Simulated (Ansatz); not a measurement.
From input file to script: C₂H₇AlOSi, SMILES C=C[O][AlH][SiH3] in Ansatz 0.2.0.

```yaml
crystal:
  periodic: [false, false, false]
  atoms:
    - { symbol: C, position_ang: [-2.3024, 1.3493, 0.7568] }
    - { symbol: C, position_ang: [-1.2573, 0.733, 0.3952] }
    - { symbol: O, position_ang: [-0.4128, 1.288, -0.5519] }
    - { symbol: Al, position_ang: [1.2499, 0.4223, -1.0721] }
    - { symbol: Si, position_ang: [1.7256, -1.7033, -0.1739] }
    - { symbol: H, position_ang: [-3.0326, 0.9856, 1.4693] }
    - { symbol: H, position_ang: [-2.548, 2.3615, 0.3128] }
    - { symbol: H, position_ang: [-1.008, -0.212, 0.8371] }
    - { symbol: H, position_ang: [2.1471, 1.1051, -2.1016] }
    - { symbol: H, position_ang: [1.8644, -1.5715, 1.3259] }
    - { symbol: H, position_ang: [0.6413, -2.6529, -0.4455] }
    - { symbol: H, position_ang: [3.0096, -2.1603, -0.7179] }
basis:
  gaussian: { orbitals: def2-SVP }
hamiltonian:
  xc: hf
```

On the command line:
```console
$ ansatz run input.yaml --threads 1 --pin off --max-ram 4096MiB --backend cpu --events-out ev --progress --plain --runs-dir out
Engine: ansatz 0.2.0, aarch64-unknown-linux-gnu
Functional definition: HF
  exchange = exact_x
  correlation = 0
1105 factors; integrals over basis functions are off by at most 1.1e-3 eV
mean field evaluation 1: about -18641.9738 eV, gradient 3.6e1 eV
mean field evaluation 2: about -18641.9824 eV, gradient 3.6e1 eV
mean field evaluation 4: about -18645.6118 eV, gradient 4.8e0 eV
mean field evaluation 8: about -18645.6868 eV, gradient 4.3e-4 eV
mean field -18645.68683351 eV, -685.2163526311 hartree, gradient 2.6e-5 eV, S^2 0.000000; 0 other end points of the search recorded, 0 dependent functions left out
reference -18645.68683351 eV, -685.2163526311 hartree; 27, 27 occupied and 86, 86 virtual orbitals, 1105 factors
Total energy: -18645.68683351 eV, -685.2163526311 hartree
```

The script, `c2h7alosi.py`:
```python
'''Single point of C2H7AlOSi in a Gaussian basis.'''

import warnings

import ansatz as az

warnings.simplefilter('ignore', az.DeckWarning)

geometry_ang = [
    ('C', (-2.3024, 1.3493, 0.7568)),
    ('C', (-1.2573, 0.733, 0.3952)),
    ('O', (-0.4128, 1.288, -0.5519)),
    ('Al', (1.2499, 0.4223, -1.0721)),
    ('Si', (1.7256, -1.7033, -0.1739)),
    ('H', (-3.0326, 0.9856, 1.4693)),
    ('H', (-2.548, 2.3615, 0.3128)),
    ('H', (-1.008, -0.212, 0.8371)),
    ('H', (2.1471, 1.1051, -2.1016)),
    ('H', (1.8644, -1.5715, 1.3259)),
    ('H', (0.6413, -2.6529, -0.4455)),
    ('H', (3.0096, -2.1603, -0.7179)),
]
mol = az.Crystal.molecule()
for symbol, xyz in geometry_ang:
    mol = mol.atom(symbol, xyz)

model = mol.calculation()
model = model.basis(gaussian='def2-SVP')
model = model.functional('hf')
out = model.run(threads=1)
data = out.report

for key in ('converged', 'free_energy_ev', 'reference_energy_ev', 'n_frozen', 'n_occupied', 'n_virtual'):
    print(f'{key:22s} {data[key]}')
```

```console
$ python c2h7alosi.py
converged              True
free_energy_ev         -18645.68683351251
reference_energy_ev    -18645.68683351251
n_frozen               0
n_occupied             [27, 27]
n_virtual              [86, 86]
```

Notes:
- Total energies depend on the basis set; only differences at equal settings carry meaning.
- The geometry is a force-field or estimated start, not a minimum of this method, and the basis set is short of its limit.
- Finished in 1.7 s on 1 thread of Arm Neoverse V2, on a shared host, peak memory 0.26 GiB.

(Lines on the test bed's own set-up are left out of the output.)
